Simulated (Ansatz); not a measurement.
# BCl₂H₆NSi₂: a ladder of functionals and wavefunction methods

An exercise on one series of results from a longer session: the logs are not shown, and one member is left open.

Method: functionals in def2-TZVPP, the program's frozen cores in correlated methods; program: Ansatz 0.2.0, Gaussian basis.

Plan: LDA (SPW92), PBE-D4, revPBE-D4, BLYP-D4, r2SCAN-D4, B97M-V, PBE0-D4, B3LYP-D4, r2SCANh-D4, r2SCAN0-D4, HSE06-D4, BHLYP-D4, CAM-B3LYP-D4, LC-ωPBE, ωB97X-V, ωB97M-V, B2PLYP, PBE-QIDH; CCSD(T)/def2-SVP; CCSD(T)/def2-TZVPP; MP2/def2-QZVPP; extrapolation to the limit; RPA on PBE.

### Structure used throughout

The geometry comes from an earlier relaxation with PBE0-D4 in a triple-zeta def2 set; it is a stationary point, not always the lowest conformer.

SMILES `[SiH3]N([SiH3])B(Cl)Cl`, 12 atoms, charge 0, spin multiplicity 1.

Atoms are counted from 1 here; the program's logs count them from 0.

Bond lengths: Si1–N2 1.766 Å, Si1–H7 1.482 Å, Si1–H8 1.482 Å, Si1–H9 1.482 Å, N2–Si3 1.766 Å, N2–B4 1.402 Å, Si3–H10 1.482 Å, Si3–H11 1.482 Å, Si3–H12 1.482 Å, B4–Cl5 1.765 Å, B4–Cl6 1.765 Å. Angles: N2–Si1–H7 106.8°, N2–Si1–H8 110.4°, N2–Si1–H9 110.4°, H7–Si1–H8 109.5°, H7–Si1–H9 109.5°, H8–Si1–H9 110.1°, Si1–N2–Si3 122.2°, Si1–N2–B4 118.9°, Si3–N2–B4 118.9°, N2–Si3–H10 106.8°, N2–Si3–H11 110.4°, N2–Si3–H12 110.4°, H10–Si3–H11 109.5°, H10–Si3–H12 109.5°, H11–Si3–H12 110.2°, N2–B4–Cl5 121.3°, N2–B4–Cl6 121.3°, Cl5–B4–Cl6 117.3°.

As a file:

```xyz
12

Si   -1.0812   -0.7894    1.0160
N    -0.0223    0.1874   -0.0057
Si    1.2898   -0.5230   -0.9507
B    -0.2305    1.5721   -0.0692
Cl    0.7893    2.6084   -1.0692
Cl   -1.5227    2.3486    0.8479
H    -0.6266   -2.1938    0.8843
H    -2.4861   -0.6789    0.5584
H    -0.9703   -0.3637    2.4308
H     1.2666   -1.9811   -0.6868
H     2.5943    0.0362   -0.5253
H     1.0765   -0.2780   -2.3964
```

Set-up of the first run:

in.yaml reads:

```yaml
crystal:
  periodic: [false, false, false]
  atoms:
    - {symbol: Si, position_ang: [-1.081159, -0.789367, 1.015989]}
    - {symbol: N, position_ang: [-0.022293, 0.187429, -0.005742]}
    - {symbol: Si, position_ang: [1.289820, -0.522958, -0.950720]}
    - {symbol: B, position_ang: [-0.230474, 1.572111, -0.069160]}
    - {symbol: Cl, position_ang: [0.789280, 2.608397, -1.069152]}
    - {symbol: Cl, position_ang: [-1.522687, 2.348602, 0.847909]}
    - {symbol: H, position_ang: [-0.626610, -2.193801, 0.884299]}
    - {symbol: H, position_ang: [-2.486057, -0.678897, 0.558362]}
    - {symbol: H, position_ang: [-0.970321, -0.363678, 2.430833]}
    - {symbol: H, position_ang: [1.266578, -1.981117, -0.686849]}
    - {symbol: H, position_ang: [2.594305, 0.036190, -0.525314]}
    - {symbol: H, position_ang: [1.076519, -0.278010, -2.396355]}
basis:
  gaussian: {orbitals: def2-TZVPP}
hamiltonian: {xc: lda}
output: {orbitals: {seedname: orbitals}}
```

Launch:

```console
$ ansatz run in.yaml --threads 4 --pin off --events-out ev --progress --plain --max-ram 11315MiB
```

Steps of the session up to this table: LDA; PBE-D4 (GGA); revPBE-D4 (GGA); BLYP-D4 (GGA); r2SCAN-D4 (meta-GGA); B97M-V (meta-GGA); B3LYP-D4 (hybrid); r2SCANh-D4 (hybrid); r2SCAN0-D4 (hybrid); HSE06-D4 (hybrid); BHLYP-D4 (hybrid); CAM-B3LYP-D4 (range-separated); LC-ωPBE (range-separated); ωB97X-V (range-separated); ωB97M-V (range-separated); B2PLYP (double hybrid); PBE-QIDH (double hybrid).

One table of the session follows, with a row left open; its other results are not shown here.

It belongs to the step «Orbital energies across the functionals». 

```
  functional  HOMO (eV)  gap (eV)
 LDA (SPW92)      -7.29      5.40
      PBE-D4      -7.20      5.56
   revPBE-D4      -7.15      5.63
     BLYP-D4      -7.06      5.62
   r2SCAN-D4          ?         ?
      B97M-V      -7.63      6.32
     PBE0-D4      -8.48      7.77
    B3LYP-D4      -8.25      7.38
  r2SCANh-D4      -7.98      6.96
  r2SCAN0-D4      -8.69      8.16
    HSE06-D4      -8.08      6.99
    BHLYP-D4      -9.68     10.06
CAM-B3LYP-D4      -9.82     10.25
     LC-ωPBE     -11.19     12.71
     ωB97X-V     -10.84     12.30
     ωB97M-V     -10.70     11.97
```

**Question.** Estimate the row for r2SCAN-D4.

Worked estimate for «HOMO (eV)». Against the share of exact exchange, r2SCANh-D4 (0.1, -7.98), r2SCAN0-D4 (0.25, -8.69) give a slope of -4.73 per unit share; at 0 the line stands at -7.51.

As computed: HOMO (eV): -7.51; gap (eV): 6.16. In «HOMO (eV)» the line misses by 0.00.
